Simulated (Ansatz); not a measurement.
# Be2H2 (singlet): from Hartree-Fock to the top rungs at distance Be1–H3 = 1.506 Å, cc-pVDZ

The task here is to estimate one member of a computed series from the others.

Program: Ansatz 0.2.0, Gaussian basis. Level of theory: cc-pVDZ, core rule «outside noble gas», up to 2 orbitals frozen. These are calculated values, not measurements.

The runs, in order: UHF; CCSD(T) on RHF; BCCD(T) on RHF; CISD; CCSDT(Q) on RHF; CASSCF and MRCISD+Q, 2 electrons in 2 orbitals; CASSCF and NEVPT2, 2 electrons in 2 orbitals; Full CI.

45 further runs of the same task are left out: 25 for a known fault of the program, 13 that didn't finish, 7 set aside as unsound or not needed.

## The system

The geometry derives from a PBE0/def2-TZVP stationary point (not a proven minimum). One bond is set to the value named and the two fragments are kept rigid.

4 atoms, charge 0, spin multiplicity 1.

Atoms are counted from 1 here; the program's logs count them from 0.

Bond lengths: Be1–H3 1.506 Å, Be2–H4 1.348 Å.

Set-up of the first run:

The input, in.yaml:

```yaml
crystal:
  periodic: [false, false, false]
  atoms:
    - {symbol: Be, position_ang: [0.000000, 0.000000, 1.013110]}
    - {symbol: Be, position_ang: [0.000000, 0.000000, -1.092350]}
    - {symbol: H, position_ang: [0.000000, 0.000000, 2.519110]}
    - {symbol: H, position_ang: [0.000000, 0.000000, -2.439868]}
basis:
  gaussian: {orbitals: cc-pVDZ}
magnetization: {spin_polarized: true, initial_magnetization: 0}
hamiltonian: {xc: hf}
output: {orbitals: {seedname: orbitals}}
```

Run with:

```console
$ ansatz run in.yaml --threads 1 --pin off --events-out ev --progress --plain --max-ram 2393MiB
```

Among the steps run: UHF; CCSD(T) on RHF; BCCD(T) on RHF; CISD; CCSDT(Q) on RHF; CASSCF and MRCISD+Q, 2 electrons in 2 orbitals; CASSCF and NEVPT2, 2 electrons in 2 orbitals; Full CI.

One of the session's tables, all rows but one given; the rest of the session is left out.

| method | from FCI (kJ/mol) |
| --- | --- |
| RHF | +285.6 |
| RMP2 | +79.6 |
| CISD | +18.5 |
| RCCSD | +5.2 |
| RCCSD(T) | +1.5 |
| BCCD(T) | +1.4 |
| RCCSDT | +0.2 |
| RCCSDT(Q) | 0.0 |
| CASSCF pair | ? |
| NEVPT2 pair | +77.8 |
| MRCISD pair | +14.1 |
| MRCISD+Q pair | -3.2 |
| FCI | 0 |

Estimate the missing values for CASSCF pair.

The run gave: from FCI (kJ/mol): +246.8. In the column «from FCI (kJ/mol)» it lies between RMP2 (+79.6) and RHF (+285.6).

To keep in mind: MRCISD+Q pair falls below full CI: the +Q correction isn't variational, and the cores differ from full CI's.
